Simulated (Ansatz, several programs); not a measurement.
ZnInGaO4 (R3m) from a database of computed structures, relaxed with PBE in Ansatz (plane waves, PAW): it is trigonal, R3m (No. 160); a = 3.356 Å, c = 26.111 Å in the conventional setting, 12.13 Å³ an atom. Zn has 4 O at 2.00–2.02 Å; In has 6 O at 2.22 Å; Ga has 5 O at 1.94–2.00 Å; O has 1 Zn at 2.00 Å and 3 In at 2.22 Å; O has 1 Ga at 1.98 Å and 3 In at 2.22 Å; O has 3 Ga at 1.94 Å; O has 1 Ga at 2.00 Å and 3 Zn at 2.02 Å. The cell was then scaled with its shape and fractional coordinates held, which makes it stiffer than a relaxed compression. (Simulation; spin polarisation is off.)

```
V (Å³/atom)  E (meV/atom)
     11.401         23.81
     12.129          0.00
     12.493          5.05
     12.857         19.16
```

Task: Pass a cubic E = c₀ + c₁u + c₂u² + c₃u³, with u = V − 12.220 Å³, through these points.

Result: c₀ = 0.32, c₁ = +7.121, c₂ = 38.952, c₃ = -5.8143 (meV and Å³).

Task: Where is the minimum, and what bulk modulus follows?

Result: dE/du = 0 at u = -0.090, so V₀ = 12.13 Å³. B = V₀ d²E/dV² = 12.13 × (2c₂ + 6c₃u) = 12.13 × 81.030 = 983 meV/Å³, and 1 meV/Å³ is 0.16022 GPa: 157 GPa. A third-order Birch-Murnaghan fit to all five points gives 12.13 Å³ and 156 GPa.

Task: Predict the energy and the pressure at the withheld volume, 11.765 Å³.

Result: With u = -0.455: E ≈ 5.69 meV and P = −dE/dV ≈ +5.12 GPa. The run gives 5.59 meV and, from its stress, +5.09 GPa.
